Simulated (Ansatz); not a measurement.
# H₈N₂OSSi₂: one species, many methods

An exercise on one series of results from a longer session: the logs are not shown, and one member is left open.

Program: Ansatz 0.2.0, Gaussian basis. Level of theory: functionals in def2-TZVPP, the program's frozen cores in correlated methods. These are calculated values, not measurements.

Levels to be run: PBE-D4, r2SCAN-D4, PBE0-D4, B3LYP-D4, ωB97X-V, ωB97M-V, B2PLYP; CCSD(T)/def2-TZVPP; MP2/def2-QZVPP; extrapolation to the limit.

## Structure used throughout

All runs share one geometry, relaxed beforehand with PBE0-D4 in a triple-zeta def2 set.

SMILES `N[SiH2]S[SiH](N)O`, 14 atoms, charge 0, spin multiplicity 1.

Atoms are counted from 1 here; the program's logs count them from 0.

Bond lengths: N1–Si2 1.743 Å, N1–H7 1.011 Å, N1–H8 1.011 Å, Si2–S3 2.115 Å, Si2–H9 1.485 Å, Si2–H10 1.486 Å, S3–Si4 2.176 Å, Si4–N5 1.694 Å, Si4–O6 1.626 Å, Si4–H11 1.482 Å, N5–H12 1.006 Å, N5–H13 1.006 Å, O6–H14 0.978 Å. Angles: Si2–N1–H7 117.2°, Si2–N1–H8 116.7°, H7–N1–H8 109.8°, N1–Si2–S3 109.2°, N1–Si2–H9 104.4°, N1–Si2–H10 114.5°, S3–Si2–H9 113.4°, S3–Si2–H10 105.8°, H9–Si2–H10 109.7°, Si2–S3–Si4 99.5°, S3–Si4–N5 111.1°, S3–Si4–O6 108.0°, S3–Si4–H11 107.4°, N5–Si4–O6 110.2°, N5–Si4–H11 106.7°, O6–Si4–H11 113.5°, Si4–N5–H12 122.4°, Si4–N5–H13 120.9° and more.

The first run:

File in.yaml:

```yaml
crystal:
  periodic: [false, false, false]
  atoms:
    - {symbol: N, position_ang: [-2.042879, 0.409041, -0.739900]}
    - {symbol: Si, position_ang: [-1.310813, -1.166561, -0.882388]}
    - {symbol: S, position_ang: [0.039210, -1.452939, 0.720473]}
    - {symbol: Si, position_ang: [1.385791, 0.216783, 0.356163]}
    - {symbol: N, position_ang: [2.369120, 0.512821, 1.703674]}
    - {symbol: O, position_ang: [0.481870, 1.526758, 0.022600]}
    - {symbol: H, position_ang: [-2.655432, 0.563931, 0.049307]}
    - {symbol: H, position_ang: [-2.460104, 0.793009, -1.577024]}
    - {symbol: H, position_ang: [-0.652246, -1.148476, -2.213342]}
    - {symbol: H, position_ang: [-2.268526, -2.300578, -0.811401]}
    - {symbol: H, position_ang: [2.288925, -0.176375, -0.751019]}
    - {symbol: H, position_ang: [1.995886, 0.820957, 2.585950]}
    - {symbol: H, position_ang: [3.264018, 0.063963, 1.798759]}
    - {symbol: H, position_ang: [-0.434811, 1.337677, -0.261852]}
basis:
  gaussian: {orbitals: def2-TZVPP}
hamiltonian: {xc: pbe, dispersion: d4}
output: {forces: true, orbitals: {seedname: orbitals}}
```

The run is started by

```sh
$ ansatz run in.yaml --threads 2 --pin off --events-out ev --progress --plain --max-ram 32768MiB --backend cuda --devices 0, --max-vram 18GiB
```

Steps of the session up to this table: PBE-D4 (GGA); r2SCAN-D4 (meta-GGA); PBE0-D4 (hybrid); B3LYP-D4 (hybrid); ωB97X-V (range-separated); ωB97M-V (range-separated); B2PLYP (double hybrid); CCSD(T) in def2-TZVPP; MP2 in def2-QZVPP.

One table of the session follows, with a row left open; its other results are not shown here.

| method | atomisation energy (eV) |
| --- | --- |
| PBE-D4 | 51.385 |
| r2SCAN-D4 | 50.764 |
| PBE0-D4 | 50.490 |
| B3LYP-D4 | 50.865 |
| ωB97X-V | 51.235 |
| ωB97M-V | 51.187 |
| B2PLYP | 50.148 |
| HF/def2-TZVPP | ? |
| MP2/def2-TZVPP | 49.984 |
| CCSD/def2-TZVPP | 48.452 |
| CCSD(T)/def2-TZVPP | 49.249 |
| MP2/CBS | 51.777 |
| CCSD(T)/CBS | 51.042 |

Q: Estimate the row for HF/def2-TZVPP from the others.

The run gave: atomisation energy (eV): 35.416. In the column «atomisation energy (eV)» it is the lowest.
